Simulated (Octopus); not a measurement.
Set up this calculation in Octopus 16.4, as the native input.

| Quantity | Value |
| --- | --- |
| Task | single point |
| Functional | PBEsol |
| Potentials or basis | pseudodojo_pbesol (PseudoDojo 0.4, PBEsol) |
| Grid spacing | 0.122 × 0.122 × 0.125 Å |
| k mesh | 8 × 8 × 4 |
| Occupations | fermi-dirac, width 0.05 eV |
| Spin | no spin polarisation |
| Eigensolver | chebyshev_filter |
| k-point symmetries used | yes |
| ConvRelDens | 3e-07 |
| ExtraStates | 9 |
| DerivativesOrder | 8 |

TiTe2:

```
CELL_PARAMETERS angstrom
3.77700 0.00000 0.00000
-1.88850 3.27098 0.00000
0.00000 0.00000 6.49800
ATOMIC_POSITIONS crystal
Te 0.33333 0.66667 0.73720
Te 0.66667 0.33333 0.26280
Ti 0.00000 0.00000 0.00000
```

One way to write it, as run:

inp

```
CalculationMode = gs
UnitsOutput = eV_Angstrom
PeriodicDimensions = 3
ExperimentalFeatures = yes
PseudopotentialSet = pseudodojo_pbesol
%LatticeParameters
 1*angstrom | 1*angstrom | 1*angstrom
%
%LatticeVectors
 3.777 | 0 | 0
 -1.8885 | 3.2709779501 | 0
 0 | 0 | 6.498
%
%ReducedCoordinates
 "Te" | 0.3333333333 | 0.6666666667 | 0.7372
 "Te" | 0.6666666667 | 0.3333333333 | 0.2628
 "Ti" | 0 | 0 | 0
%
%Spacing
 0.12183871*angstrom | 0.12183871*angstrom | 0.12496154*angstrom
%
DerivativesOrder = 8
%KPointsGrid
 8 | 8 | 4
%
KPointsUseSymmetries = yes
XCFunctional = gga_x_pbe_sol + gga_c_pbe_sol
SmearingFunction = fermi_dirac
Smearing = 0.05*eV
ExtraStates = 9
Eigensolver = chebyshev_filter
ConvRelDens = 3e-7
MaximumIter = 120
```

Potentials or basis: pseudodojo_pbesol (PseudoDojo 0.4, PBEsol).

Launch:

```sh
$ OMP_NUM_THREADS=1 octopus > out.log
```

It gave:

- Largest force: 0.117 eV/Å
- Band gap on the k mesh: none (metal or under the smearing width)

It took 20 min on 1 thread of Intel(R) Xeon(R) Platinum 8259CL CPU @ 2.50GHz (Skylake/Cascade Lake), with other jobs on the host, peak memory 2.3 GiB.
